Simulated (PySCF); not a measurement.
# InI: spin, charge, geometry and surroundings

How does InI answer to another spin, charge, distance or environment?

Program: PySCF 2.14.0. Level of theory: method and basis as typed in the scripts. These are calculated values, not measurements.

2 further runs of the same task are left out: 1 for a known fault of the program, 1 that didn't finish.

### 1 The system as given

InI: 2 atoms, charge 0, spin multiplicity 1.

Bond lengths: In1–I2 3.105 Å.

### 2 The base run

The input, input.py:

```python
from pyscf import gto, scf, mp

mol = gto.M(
    atom='In 0 0 0; I 0 0 3.105',
    basis='crenbl',
    ecp={'In': 'crenbl', 'I': 'crenbl'},
    charge=0,
    spin=0,
    verbose=3,
)
mf = scf.RHF(mol)
mf.kernel()
mp.MP2(mf).kernel()
mf.dip_moment()
print('orbital energies (hartree):', mf.mo_energy[..., max(0, mol.nelec[1]-3):mol.nelec[0]+3].round(4))
```

Launch:

```bash
$ python input.py
```

The log of this run is left out.

In short: E(SCF) = -166.174865 Eh, E(MP2) − E(SCF) = -0.42879 Eh, μ = 6.55 D (of the SCF density).

The bond length is a typed value, not an optimised one.

### 3 Bond 9.315 Å

Edit 1 changes bond length: 3.105 Å → 9.315 Å.

The input, input.py:

```python
from pyscf import gto, scf, mp

mol = gto.M(
    atom='In 0 0 0; I 0 0 9.315',
    basis='crenbl',
    ecp={'In': 'crenbl', 'I': 'crenbl'},
    charge=0,
    spin=0,
    verbose=3,
)
mf = scf.RHF(mol)
mf.kernel()
mp.MP2(mf).kernel()
mf.dip_moment()
print('orbital energies (hartree):', mf.mo_energy[..., max(0, mol.nelec[1]-3):mol.nelec[0]+3].round(4))
```

Launch:

```bash
$ python input.py
```

### 4 Electric field 0.2 a.u.

Edit 2 changes electric field: none → 0.2 a.u.

input.py, as its differences from that of step 2:

```diff
@@ -11,2 +11,7 @@
 mf = scf.RHF(mol)
+field = 0.2  # electric field along z, atomic units
+h = mf.get_hcore() + field*mol.intor('int1e_r')[2]
+mf.get_hcore = lambda *args: h
+e_nuc = mol.energy_nuc() - field*mol.atom_charges() @ mol.atom_coords()[:, 2]
+mf.energy_nuc = lambda *args: e_nuc
 mf.kernel()
```

### 5 Triplet (UHF)

Edit 3 changes spin (2S): 0 → 2; SCF type: RHF → UHF.

The input, input.py:

```python
from pyscf import gto, scf, mp

mol = gto.M(
    atom='In 0 0 0; I 0 0 3.105',
    basis='crenbl',
    ecp={'In': 'crenbl', 'I': 'crenbl'},
    charge=0,
    spin=2,
    verbose=3,
)
mf = scf.UHF(mol)
mf.kernel()
mp.MP2(mf).kernel()
mf.dip_moment()
print('orbital energies (hartree):', [e[max(0, n-3):n+3].round(4) for e, n in zip(mf.mo_energy, mol.nelec)])
```

### 6 Bond 3.198 Å

Edit 4 changes bond length: 3.105 Å → 3.198 Å.

input.py, as its differences from that of step 2:

```diff
@@ -3,3 +3,3 @@
 mol = gto.M(
-    atom='In 0 0 0; I 0 0 3.105',
+    atom='In 0 0 0; I 0 0 3.198',
     basis='crenbl',
```

Q: Predict the outcome of this session. Wanted: for each run, E(SCF); from base; SCF dipole; after the SCF.

As calculated:

```csv
run,E(SCF) (hartree),from base (eV),SCF dipole (D),after the SCF
base,-166.174865,0,6.55,MP2 correlation -11.668 eV
bond 9.315 Å,-166.026630,+4.0337,44.40,MP2 correlation -11.242 eV
electric field 0.2 a.u. (poor choice),-169.014860,not comparable,80.47,MP2 correlation -13.438 eV
triplet (UHF),-166.089177,+2.3317,2.74,MP2 correlation -11.103 eV
bond 3.198 Å,-166.170999,+0.1052,7.25,MP2 correlation -11.643 eV
```

Of the runs whose energies can be compared, “bond 9.315 Å” moves the SCF energy most (+4.034 eV). The triplet solution found lies 2.33 eV above the base singlet at this geometry and level. Rows marked «poor choice» come from settings spoiled on purpose.
